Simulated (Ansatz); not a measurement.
## LiMg, space group P4/mmm: an SCF with some post-processing, step by step

Program: Ansatz's Python interface.

Notebook, run cell by cell (the value of a cell's last expression is shown):

**Cell 1**
```python
from collections import Counter
from pathlib import Path

import ansatz as az
from ase.io.cube import read_cube_data
from ase.units import Bohr
import numpy as np
from pymatgen.core import Structure
from pymatgen.symmetry.analyzer import SpacegroupAnalyzer
```

**Cell 2**
```python
structure = (
    az.Lattice.of((3.378185, 0.0, 0.0), (0.0, 3.378185, 0.0), (0.0, 0.0, 3.55261))
    .atom("Li", (0.0, 0.0, 0.0))
    .atom("Mg", (0.5, 0.5, 0.5))
)
```

**Cell 3**
```python
setup = (
    structure.calculation()
    .accuracy("medium")
    .mixing("msr1")
    .functional(az.Functional.LDA)
    .kpoints(5)  # the mesh must be finer for metals
    .scf(tolerance=1e-05, self_checks="high")
    .occupations("fermi_dirac", width=0.05)
    .pseudopotentials("nc")
    .density()
    .output_files(volumetric_format="cube")
    .density_of_states(energy_step=0.1)
    .stress()
)
res = setup.run(threads=1)
summary = res.report

summary["kpoints_frac"][:4]
```
Output:
```text
DeckWarning: basis.ecutwfc = 1142.878222 eV, auto-derived from the records' recommended cutoffs: set by Mg (normal level)
DeckWarning: output.stress: scf.convergence.dr2_threshold = 1e-5 eV is looser than the 2e-10 eV advised for a printed stress (1e-10 eV for each atom of the cell: 2). What an SCF threshold leaves in a stress goes as its square root, and in the free energy as the threshold itself, and one threshold admits the most on a [...]
[[0.0, 0.0, 0.0], [0.0, 0.0, 0.2], [0.0, 0.0, 0.4], [0.0, 0.2, 0.0]]
```

**Cell 4**
```python
{key: value for key, value in summary.items() if isinstance(value, (int, float)) and "ev" in key}
```
Output:
```text
{'gap_by_band_count_ev': -5.634922504607024,
 'fermi_energy_ev': 3.325423136483571,
 'harris_foulkes_ev': -1806.8618617474185,
 'free_energy_ev': -1806.861861683496,
 'internal_energy_ev': -1806.8549832388294,
 'lagrangian_ev': -1806.861861683496,
 'energy_sigma0_ev': -1806.8584224611627,
 'lagrangian_sigma0_ev': -1806.8584224611627,
 'lagrangian_above_aufbau_ev': -0.003974073767391591,
 'entropy_ts_ev': 0.006878444666554792,
 'loop_fermi_energy_ev': 3.325423136483571,
 'occupations_fermi_energy_ev': 3.325423136479096}
```

**Cell 5**
```python
n_atoms = len(summary["lattice"]["sites"])
print("F =", round(summary["free_energy_ev"], 4), "eV for", n_atoms, "atoms")
print("E(sigma -> 0) =", round(summary["energy_sigma0_ev"], 4), "eV, TS =", round(summary["entropy_ts_ev"], 5), "eV")
print("closed by", summary["closed_by"], "after", summary["n_iterations"], "iterations")
```
Output:
```text
F = -1806.8619 eV for 2 atoms
E(sigma -> 0) = -1806.8584 eV, TS = 0.00688 eV
closed by deck_thresholds after 5 iterations
```

**Cell 6**
```python
final = Structure(res.lattice.cell_ang, [s.symbol for s in res.lattice.sites], [s.position_frac for s in res.lattice.sites])
analyser = SpacegroupAnalyzer(final, symprec=0.01)
standard = analyser.get_conventional_standard_structure()
print(analyser.get_crystal_system(), analyser.get_space_group_symbol(), len(standard), "atoms in the conventional cell")
print("a b c (A):", [round(x, 4) for x in standard.lattice.abc], " angles:", [round(x, 2) for x in standard.lattice.angles])
print(f"mass density {float(final.density):.3f} g/cm^3")
```
Output:
```text
tetragonal P4/mmm 2 atoms in the conventional cell
a b c (A): [3.3782, 3.3782, 3.5526]  angles: [90.0, 90.0, 90.0]
mass density 1.280 g/cm^3
```

**Cell 7**
```python
for term in (az.EnergyTerm.SMEARING, az.EnergyTerm.DISPERSION):
    print(f"F without {term.name.lower()}: {az.free_energy_without(summary, term):.5f} eV")
```
Output:
```text
F without smearing: -1806.85498 eV
F without dispersion: -1806.86186 eV
```

**Cell 8**
```python
# cube files hold the density in electrons per cubic bohr
folder = Path(res.write_results("cubes"))
print("\n".join((folder / "rho.cube").read_text().splitlines()[: 6 + 2]))
values, cube_atoms = read_cube_data(str(folder / "rho.cube"))
print("electrons from the file:", round(values.mean() * cube_atoms.get_volume() / Bohr ** 3, 3))
```
Output:
```text
ansatz rho
values in e/bohr^3 (x slowest, z fastest)
    2    0.000000    0.000000    0.000000
   40    0.159596    0.000000    0.000000
   40    0.000000    0.159596    0.000000
   40    0.000000    0.000000    0.167836
    3    3.000000    0.000000    0.000000    0.000000
   12   12.000000    3.191922    3.191922    3.356730
electrons from the file: 13.0
```

**Cell 9**
```python
dos = res.density_of_states()
energy = np.asarray(dos.energies_ev) - dos.fermi_ev
states, count = np.asarray(dos.spin_summed_g_bin_mean_per_ev), np.asarray(dos.spin_summed_integrated)
g_fermi = float(np.interp(0.0, energy, states))
print(f"g(E_F) = {g_fermi:.3f} states/eV per cell")
# Sommerfeld coefficient of bare band electrons: pi^2 k_B^2 g / 3
gamma = np.pi ** 2 / 3 * 8.617333e-5 ** 2 * g_fermi * 96485.33e3 / len(res.lattice.sites)
print(f"bare Sommerfeld coefficient {gamma:.2f} mJ/(mol of atoms K^2)")
for low, high in ((-10, -6), (-6, -3), (-3, 0), (0, 3)):
    print(f"states between {low} and {high} eV: {np.interp(high, energy, count) - np.interp(low, energy, count):.3f}")

# shortest distances, periodic images included
for index, site in enumerate(final):
    near = final.get_neighbors(site, 4.5)
    edge = 1.15 * min(n.nn_distance for n in near)
    shell = Counter((round(n.nn_distance, 2), n.specie.symbol) for n in near if n.nn_distance < edge)
    print(f"{index:2d} {site.specie.symbol:2s}", ", ".join(f"{count} {symbol} at {d:.2f}" for (d, symbol), count in sorted(shell.items())))
```
Output:
```text
g(E_F) = 1.290 states/eV per cell
bare Sommerfeld coefficient 1.52 mJ/(mol of atoms K^2)
states between -10 and -6 eV: 0.000
states between -6 and -3 eV: 0.891
states between -3 and 0 eV: 1.966
states between 0 and 3 eV: 2.086
 0 Li 8 Mg at 2.98, 4 Li at 3.38
 1 Mg 8 Li at 2.98, 4 Mg at 3.38
```

**Cell 10**
```python
# principal values and the von Mises stress of the deviator
principal = np.linalg.eigvalsh(np.array(summary["stress_gpa"]))
mises = np.sqrt(0.5 * sum((principal[i] - principal[i - 1]) ** 2 for i in range(3)))
print("principal stresses (GPa, compression positive):", np.round(principal, 3))
print(f"mean {principal.mean():.3f} GPa, von Mises {mises:.3f} GPa, PV = {principal.mean() * summary['setup']['cell_volume_ang3'] / 160.21766:.4f} eV")
```
Output:
```text
principal stresses (GPa, compression positive): [-2.538 -0.985 -0.985]
mean -1.502 GPa, von Mises 1.553 GPa, PV = -0.3802 eV
```

Notes:
- These settings explore the input space; cutoff and mesh may be short of convergence.
- For a metal this k-point mesh is coarse: on a finer one energies can move by several to tens of meV an atom and pressures by half a GPa or more, differences at one mesh by less.
- Only differences from the Fermi energy are physical; the zero of the scale is a convention.
- A gap by band count of zero or less means overlapping bands, a metal, and at an odd count of electrons it is no gap at all.
- Grid values close to the nuclei reflect the PAW or pseudopotential construction, not the all-electron fields.
- The structure comes from a database of computed cells and needn't be a stable or known phase.
- Levels are Kohn-Sham eigenvalues on this mesh.
- Warnings are shown shortened and without file and line.
- The computed bands are complete only to about 4.3 eV above the Fermi level; beyond that the density of states is undercounted.
- Hardware and time: 3 s on 1 thread of Arm Neoverse V1 (shared host), peak memory 0.4 GiB.

(Lines on the test bed's own set-up are left out of the output.)
